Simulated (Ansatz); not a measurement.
# SnTe: up Jacob's ladder to CCSD(T)

The task here is to estimate one member of a computed series from the others.

The runs use Ansatz 0.2.0, Gaussian basis; functionals in def2-TZVPP, the program's frozen cores in correlated methods.

The runs, in order: LDA (SPW92), PBE-D4, revPBE-D4, BLYP-D4, r2SCAN-D4, B97M-V, PBE0-D4, B3LYP-D4, r2SCANh-D4, r2SCAN0-D4, HSE06-D4, BHLYP-D4, CAM-B3LYP-D4, LC-ωPBE, ωB97X-V, ωB97M-V, B2PLYP, PBE-QIDH; CCSD(T)/def2-SVP; CCSD(T)/def2-TZVPP; CCSD(T)/def2-QZVPP; extrapolation to the limit; RPA on PBE.

1 further run of the same task is left out (for a known fault of the program).

## The geometry

All runs share one geometry, relaxed beforehand with PBE0-D4 in a triple-zeta def2 set. Sn, Te take the def2 core potential; no spin-orbit term is included.

SMILES `[Sn][Te]`, 2 atoms, charge 0, spin multiplicity 1.

Atoms are counted from 1 here; the program's logs count them from 0.

Bond lengths: Sn1–Te2 2.518 Å.

Set-up of the first run:

in.yaml

```yaml
crystal:
  periodic: [false, false, false]
  atoms:
    - {symbol: Sn, position_ang: [0.000000, -0.000000, 0.009477]}
    - {symbol: Te, position_ang: [-0.000000, 0.000000, 2.527293]}
basis:
  gaussian: {orbitals: def2-TZVPP}
hamiltonian: {xc: lda}
output: {orbitals: {seedname: orbitals}}
```

Launch:

```
ansatz run in.yaml --threads 4 --pin off --events-out ev --progress --plain --max-ram 10444MiB
```

Among the steps run: LDA; PBE-D4 (GGA); revPBE-D4 (GGA); BLYP-D4 (GGA); r2SCAN-D4 (meta-GGA); B97M-V (meta-GGA); PBE0-D4 (hybrid); B3LYP-D4 (hybrid); r2SCANh-D4 (hybrid); r2SCAN0-D4 (hybrid); HSE06-D4 (hybrid); BHLYP-D4 (hybrid); CAM-B3LYP-D4 (range-separated); LC-ωPBE (range-separated); ωB97X-V (range-separated); ωB97M-V (range-separated); B2PLYP (double hybrid); PBE-QIDH (double hybrid).

One table of the session follows, with a row left open; its other results are not shown here.

It belongs to the step «Frontier levels by functional». 

| functional | HOMO (eV) | LUMO (eV) | gap (eV) |
| --- | --- | --- | --- |
| LDA (SPW92) | -6.01 | -3.45 | 2.56 |
| PBE-D4 | -5.82 | -3.23 | 2.59 |
| revPBE-D4 | -5.75 | -3.16 | 2.60 |
| BLYP-D4 | -5.63 | -3.12 | 2.51 |
| r2SCAN-D4 | -6.06 | -3.20 | 2.86 |
| B97M-V | -5.87 | -3.08 | 2.79 |
| PBE0-D4 | -6.67 | -2.64 | 4.03 |
| B3LYP-D4 | -6.47 | -2.81 | 3.66 |
| r2SCANh-D4 | -6.38 | -2.98 | 3.40 |
| r2SCAN0-D4 | -6.84 | -2.64 | 4.20 |
| HSE06-D4 | -6.29 | -3.00 | 3.29 |
| BHLYP-D4 | ? | ? | ? |
| CAM-B3LYP-D4 | -7.71 | -1.77 | 5.94 |
| LC-ωPBE | -8.86 | -0.86 | 8.00 |
| ωB97X-V | -8.60 | -0.89 | 7.71 |
| ωB97M-V | -8.52 | -1.00 | 7.51 |

Estimate the missing values for BHLYP-D4.

Worked estimate for «HOMO (eV)». Against the share of exact exchange, BLYP-D4 (0, -5.63), B3LYP-D4 (0.2, -6.47) give a slope of -4.20 per unit share; at 0.5 the line stands at -7.73.

The run gave: HOMO (eV): -7.34; LUMO (eV): -1.96; gap (eV): 5.38. In «HOMO (eV)» the line misses by -0.39.
